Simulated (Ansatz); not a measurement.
# NiMoIrPdW (P3m1) in Ansatz: notebook, part 2 of 2

Ansatz 0.2.0. The steps go on from the part before.

## (4) Relaxation of cell and atoms, PBE, collinear spin, ferromagnetic start, target pressure 5 GPa, at which the enthalpy is minimised

File input.yaml:

```yaml
crystal:
  lattice:
    - [2.76078, 0.0, 0.0]
    - [-1.38039, 2.3909, 0.0]
    - [0.0, 0.0, 11.34051]
  atoms:
    - { symbol: Ni, position: [0.0, 0.0, 0.70917], spin: 1.0 }
    - { symbol: Mo, position: [0.66667, 0.33333, 0.29425], spin: 1.0 }
    - { symbol: Pd, position: [0.66667, 0.33333, 0.89901] }
    - { symbol: Ir, position: [0.0, 0.0, 0.10604], spin: 0.6 }
    - { symbol: W, position: [0.66667, 0.33333, 0.52921] }
hamiltonian:
  xc: pbe
  pseudopotentials: { kind: paw }
magnetization:
  spin_polarized: true
kpoints:
  mp_grid: { grid: [8, 8, 2] }
scf:
  occupations: { method: fermi_dirac, width: 0.05 }
output:
  forces: true
  stress: true
  eigenvalues: true
relax:
  f_tol: 0.01
  max_steps: 40
  cell: { stress_tol: 0.05, p_target: 5.0 }
```

Potentials or basis: Ansatz PAW.

Started as:

```bash
$ ansatz run input.yaml --threads 8 --pin off --max-ram 20480MiB --backend cpu --events-out ev --progress --plain --runs-dir out
```

Standard output:

```text
Warning: the atoms were moved onto the symmetric positions of the space group found under crystal.symmetry.tolerance 1.0e-5 (fractional; no operation is sought that the atoms, as they stand in a round, miss by more than twice it, and no atom is moved by as much as it), and the run uses the moved positions. Before a round's move an operation carried an atom to 1.66e-5 Å from where it should land, the largest such distance. Atom 1 (counting from 0) moved farthest, by 1.59e-5 Å; the longest move in fractions of the cell, of whichever atom, is 0.47 of the tolerance, in 1 round. To run the atoms as typed, lower crystal.symmetry.tolerance until the operations that they miss are no longer found, or set crystal.symmetry.detect: false (a key that needs symmetry detection or time reversal refuses this as the deck is read). The positions used, in the order of the run's atom list: position: [4.884966061757638e-17, -7.401373893108076e-18, 0.70917]; position: [0.6666666666666667, 0.33333333333333337, 0.29425]; position: [0.6666666666666667, 0.33333333333333337, 0.89901]; position: [4.884966061757638e-17, -7.401373893108076e-18, 0.10604]; position: [0.6666666666666667, 0.33333333333333337, 0.52921]; The lattice was moved too: crystal.lattice keeps the space group found at crystal.symmetry.tolerance 1.0e-5 only nearly: the operation that it misses by the most changes a squared length by the fraction 4.07e-6. The run uses the lattice that is a stretch of the typed one, with no rotation, onto the one that keeps every operation to a double's rounding (on a very oblique basis the stretch itself rounds by more); the deck's lattice vector that moved farthest moved by 3.24e-6 Å. To run the lattice as typed, set crystal.symmetry.tolerance under 4.06e-6, the least fraction by which an operation that the lattice misses changes a squared length (the same key also sets how far an atom may lie from its image, so lowering it can lose operations that the atoms keep only within it), or set crystal.symmetry.detect: false, as for the atoms. crystal.lattice made exact, in Å and degrees: [[2.760776758607379, 0.0, 0.0], [-1.3803883793036895, 2.390902807131649, 0.0], [0.0, 0.0, 11.34051]]. Pasted over the deck's crystal.lattice, beside positions in fractional coordinates, it runs the same cell (given as lengths and angles, that cell in the form's own orientation, a rigid turn of the misfit's size from the one run here, for which a checkpoint.post_process_only pass over this run's state can be refused: where this run relaxes nothing, give such a pass this deck's own crystal.lattice, as typed; behind a relaxation, as crystal.lattice, the state's own cell, identity.cell in its checkpoint.json), and a matrix so pasted ends this notice, except on a very skew basis of the lattice, where the rounding of the pasted numbers themselves can read as a misfit: the cell is then moved again, and that move is told again. The lattice as run is in this notice's lattice.as_run_ang field (Run.prep()["deck_notices"] in Python, the deck_notice line of an events file, deck_notices of ansatz run --dry-run=json, or deck_notices in record.json in the deck's checkpoint.write directory).
Warning: RAYON_NUM_THREADS=8 ignored (pool sized by the plan → 8); use --threads N
Engine: ansatz 0.2.0, x86_64-unknown-linux-gnu
Pseudopotentials: kind: paw
Pseudopotential: Ni, paw, valence charge 18, recommended cutoff 420 eV (normal), Ni.paw.azcp
Pseudopotential: Mo, paw, valence charge 14, recommended cutoff 420 eV (normal), Mo.paw.azcp
Pseudopotential: Pd, paw, valence charge 18, recommended cutoff 420 eV (normal), Pd.paw.azcp
[... 238 lines left out ...]
  F+E_penalty+E_count = -40087.52760556 eV   max|allowed force component| = 2.091e-3 eV/Å   (the final SCF, on the basis selected at the relaxed cell)
  cell:  # Å, volume = 73.1707 Å³
    - [2.7435903407110636, 1.076585568306546e-32, -6.701029804832622e-18]
    - [-1.3717951703555318, 2.3760189326333845, 3.3505149024163133e-18]
    - [-2.752598350267759e-17, 3.3059409179971075e-32, 11.224524474057324]
  atoms:
    - { symbol: Ni, position: [4.953408303328272e-17, -7.401373893108069e-18, 0.710295573766984] }
    - { symbol: Mo, position: [0.6666666666666667, 0.3333333333333333, 0.29540767091168807] }
    - { symbol: Pd, position: [0.6666666666666667, 0.3333333333333333, 0.8982559510474067] }
    - { symbol: Ir, position: [4.754856025629457e-17, -7.401373893108076e-18, 0.10390026231569144] }
    - { symbol: W, position: [0.6666666666666667, 0.3333333333333333, 0.5298205419582294] }
```

Wall time 20 s (8 threads of Intel Xeon Platinum 8488C (Sapphire Rapids), shared host); peak memory 0.7 GiB.

What came out:

```yaml
Free_energy: -40087.5276 eV
Relaxed_volume: 14.63 Å³/atom
Relaxed_cell: a = 2.744 Å, b = 2.744 Å, c = 11.225 Å, α = 90.00°, β = 90.00°, γ = 120.00°
Space_group_after_relaxing_to_0.05_Å: P3m1 (No. 156)
Energy_change_on_relaxing_the_enthalpy_is_what_falls: +4.0 meV/atom
Ionic_steps: 6
Pressure_after_relaxing: 5.0 GPa
Band_gap_on_the_k_mesh: none (metal or under the smearing width)
Net_moment: 0.00 μB per cell
Absolute_moment: 0.00 μB per cell
```

Forces on the atoms (eV/Å):
```
Ni   0.000  0.000  0.002
Mo   0.000  0.000  0.000
Pd   0.000  0.000  0.002
Ir   0.000  0.000 -0.002
W    0.000  0.000 -0.002
```

The path:
```csv
step,energy change (eV),largest force (eV/Å),volume (Å³)
1,0.0000,0.2974,74.86
2,0.0148,0.0469,73.34
3,0.0226,0.1300,73.09
4,0.0195,0.0065,73.17
5,0.0194,0.0021,73.17
6,0.0201,0.0021,73.17
```

Final structure:
```xyz
5
Lattice="2.7436 0.0000 0.0000 -1.3718 2.3760 0.0000 0.0000 0.0000 11.2245" Properties=species:S:1:pos:R:3 pbc="T T T"
Ni    0.0000    0.0000    7.9727
Mo    1.3718    0.7920    3.3158
Pd    1.3718    0.7920   10.0825
Ir    0.0000    0.0000    1.1662
W     1.3718    0.7920    5.9470
```

Levels at points of the mesh, in eV from the Fermi level:
Spin up:
```csv
k point,band 36,band 37,band 38,band 39,band 40,band 41,band 42,band 43,band 44,band 45
"(0.00, 0.00, 0.00)",-1.60,-1.47,-1.47,-0.98,-0.90,-0.90,-0.11,-0.11,0.09,0.25
"(0.00, 0.00, -0.50)",-1.63,-1.37,-1.37,-1.12,-1.00,-1.00,0.01,0.01,0.18,0.18
"(0.00, -0.50, 0.00)",-0.55,-0.51,-0.38,-0.06,1.00,1.01,1.23,2.07,2.12,2.92
"(0.00, -0.50, -0.50)",-0.47,-0.38,-0.06,0.16,0.81,1.06,1.25,1.31,2.61,2.83
```
Spin down:
```csv
k point,band 36,band 37,band 38,band 39,band 40,band 41,band 42,band 43,band 44,band 45
"(0.00, 0.00, 0.00)",-1.60,-1.47,-1.47,-0.98,-0.90,-0.90,-0.11,-0.11,0.09,0.25
"(0.00, 0.00, -0.50)",-1.63,-1.37,-1.37,-1.12,-1.00,-1.00,0.01,0.01,0.18,0.18
"(0.00, -0.50, 0.00)",-0.55,-0.51,-0.38,-0.06,1.00,1.01,1.23,2.07,2.12,2.92
"(0.00, -0.50, -0.50)",-0.47,-0.38,-0.06,0.16,0.81,1.06,1.25,1.31,2.61,2.83
```

Caveat: the plane-wave basis is chosen anew once the cell has moved, so the energies of steps on either side of that aren't comparable; the starting moments weren't kept. The run has no spin-orbit coupling, so splittings on Ir, W are missing.

## (5) Relaxation of cell and atoms, PBE+D3(BJ)-ATM, collinear spin, ferromagnetic start

input.yaml: that of step 4 with these lines changed.

```diff
@@ -14,2 +14,3 @@
   pseudopotentials: { kind: paw }
+  dispersion: d3bjatm
 magnetization:
@@ -24,2 +25,6 @@
   eigenvalues: true
+  write_density: true
+  write_potential: true
+  elf: true
+  volumetric_format: npy
 relax:
@@ -27,2 +32,2 @@
   max_steps: 40
-  cell: { stress_tol: 0.05, p_target: 5.0 }
+  cell: { stress_tol: 0.05 }
```

Started as:

```bash
$ ansatz run input.yaml --threads 8 --pin off --max-ram 20480MiB --backend cpu --events-out ev --progress --plain --runs-dir out
```

Run time: 9.9 s. Hardware: 8 threads of AMD EPYC 9R45 (Zen 5), shared host; peak memory 0.7 GiB.

The run converged. Its results:

* Free energy: -40090.3364 eV
* Relaxed volume: 14.62 Å³/atom
* Relaxed cell: a = 2.743 Å, b = 2.743 Å, c = 11.223 Å, α = 90.00°, β = 90.00°, γ = 120.00°
* Space group after relaxing (to 0.05 Å): P3m1 (No. 156)
* Energy gained by relaxing: 6.4 meV/atom
* Ionic steps: 6
* Pressure after relaxing: 0.0 GPa
* Band gap on the k mesh: none (metal or under the smearing width)
* Net moment: 0.00 μB per cell
* Absolute moment: 0.00 μB per cell

The path:
| step | energy change (eV) | largest force (eV/Å) | volume (Å³) |
| --- | --- | --- | --- |
| 1 | 0.0000 | 0.2958 | 74.86 |
| 2 | -0.0320 | 0.0298 | 73.30 |
| 3 | -0.0325 | 0.0743 | 73.08 |
| 4 | -0.0327 | 0.0058 | 73.12 |
| 5 | -0.0327 | 0.0014 | 73.12 |
| 6 | -0.0320 | 0.0014 | 73.12 |

Final structure:
```yaml
crystal:
  lattice:
    - [2.74289, 0.00000, 0.00000]
    - [-1.37145, 2.37542, 0.00000]
    - [0.00000, 0.00000, 11.22317]
  atoms:
    - { symbol: Ni, position: [0.00000, 0.00000, 0.71032] }
    - { symbol: Mo, position: [0.66667, 0.33333, 0.29520] }
    - { symbol: Pd, position: [0.66667, 0.33333, 0.89868] }
    - { symbol: Ir, position: [0.00000, 0.00000, 0.10385] }
    - { symbol: W, position: [0.66667, 0.33333, 0.52963] }
```

Levels at points of the mesh, in eV from the Fermi level:
Spin up:
```
             k point  band 38  band 39  band 40  band 41  band 42  band 43
  (0.00, 0.00, 0.00)    -1.47    -0.98    -0.90    -0.90    -0.11    -0.11
 (0.00, 0.00, -0.50)    -1.37    -1.13    -1.00    -1.00     0.00     0.00
 (0.00, -0.50, 0.00)    -0.38    -0.06     1.00     1.01     1.23     2.07
(0.00, -0.50, -0.50)    -0.06     0.15     0.81     1.06     1.25     1.31
```
Spin down:
```
             k point  band 37  band 38  band 39  band 40  band 41  band 42  band 43  band 44
  (0.00, 0.00, 0.00)    -1.47    -1.47    -0.98    -0.90    -0.90    -0.11    -0.11     0.08
 (0.00, 0.00, -0.50)    -1.37    -1.37    -1.13    -1.00    -1.00     0.00     0.00     0.18
 (0.00, -0.50, 0.00)    -0.51    -0.38    -0.06     1.00     1.01     1.23     2.07     2.12
(0.00, -0.50, -0.50)    -0.38    -0.06     0.15     0.81     1.06     1.25     1.31     2.61
```

Caveat: the plane-wave basis is chosen anew once the cell has moved, so the energies of steps on either side of that aren't comparable; pairwise dispersion overbinds metals, which lowers pressure and volume; the starting moments weren't kept.

## (6) Summary

| level | cell | target pressure (GPa) | gap on the mesh (eV) | pressure (GPa) | moment (μB) | relaxed volume (Å³/atom) |
| --- | --- | --- | --- | --- | --- | --- |
| BLYP | relaxed | - | none | 0.0 | 0.00 | 15.69 |
| PBE | relaxed to 2 GPa | 2 | none | 2.0 | 0.00 | - |
| PBE | relaxed to 5 GPa | 5 | none | 5.0 | 0.00 | - |
| PBE+D3(BJ)-ATM | relaxed | - | none | 0.0 | 0.00 | 14.62 |

Alike in all rows: task relaxation of cell and atoms; potentials or basis Ansatz PAW; spin collinear, ferromagnetic start; k mesh 8 × 8 × 2; cutoff (eV) 420; smearing fermi-dirac 0.05 eV.

Caveats: the plane-wave basis is chosen anew once the cell has moved, so the energies of steps on either side of that aren't comparable; the starting moments weren't kept; the PAW data sets come from PBE, with cores solved anew for the run's functional, which leaves a small shift of forces and pressure (some runs); pairwise dispersion overbinds metals, which lowers pressure and volume (some runs).

Absolute energies hang on the potentials; compare differences alone.
